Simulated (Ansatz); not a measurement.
The same path of a periodic cell of 17 atoms, InW8C8 (surface WC(001), adsorbate In) was run twice with different band settings. Lost on the way: W11–In17, C16–In17. Made: C4–In17, W7–In17.

All numbers below come from DFT PBE, scalar-relativistic, plane waves, PAW in Ansatz. Settings: PAW set soft_1, cutoff 420 eV, k mesh 3x3x1, gaussian smearing 0.05 eV, no spin polarisation.

Relaxed end points:

```xyz
17
Lattice="5.8006 0.0000 0.0000 -2.9003 5.0235 0.0000 0.0000 0.0000 15.2467" Properties=species:S:1:pos:R:3
W 0.000 0.000 1.000
C 1.447 0.841 2.315
W 0.004 -0.012 3.860
C 1.469 0.800 4.969
W -1.450 2.512 1.000
C -0.004 3.356 2.319
W -1.445 2.502 3.889
C 0.013 3.285 5.043
W 2.900 0.000 1.000
C 4.347 0.841 2.326
W 2.905 -0.011 3.860
C 4.374 0.803 5.035
W 1.450 2.512 1.000
C 2.899 3.355 2.316
W 1.454 2.506 3.855
C 2.926 3.287 5.047
In 1.498 4.055 6.777
```

```xyz
17
Lattice="5.8006 0.0000 0.0000 -2.9003 5.0235 0.0000 0.0000 0.0000 15.2467" Properties=species:S:1:pos:R:3
W 0.000 0.000 1.000
C 1.449 0.844 2.316
W 0.004 -0.006 3.855
C 1.476 0.776 5.047
W -1.450 2.512 1.000
C -0.003 3.352 2.326
W -1.446 2.501 3.860
C 0.024 3.314 5.035
W 2.900 0.000 1.000
C 4.346 0.845 2.319
W 2.905 -0.009 3.889
C 4.364 0.773 5.043
W 1.450 2.512 1.000
C 2.897 3.353 2.315
W 1.454 2.500 3.860
C 2.919 3.312 4.969
In 2.948 6.567 6.777
```

Common settings: movable images 3; climbing image yes; spring 5.0 eV/Å²; optimiser fire; end points relaxed; atoms held 1, 5, 9, 13.

| run | start path | force threshold | iteration limit | largest step |
| --- | --- | --- | --- | --- |
| 1 | IDPP | 0.03 eV/Å | 80 | default |
| 2 | default | 0.05 eV/Å | 50 | 1.0 Å |

Q: What does each run give, and how far can it be trusted?

A: Run 1: converged after 43 iterations, highest image 0.219 eV above the first end. By the program's own check the climbing image is of a kind that is not told: the force calls were inconclusive, a negative curvature could not be distinguished from the path's own, the only one lies far off the path, or fixed occupations may fill a level only in part (lowest curvatures found: 0.04 and 0.74 eV/Å²).
Run 2: converged after 38 iterations, highest image 0.221 eV above the first end. The order of the point at the top wasn't checked.
Limits of this set-up: coarse k mesh, thin slab, slab without dipole correction, odd electron count without spin, a typed lattice constant that wasn't relaxed here.
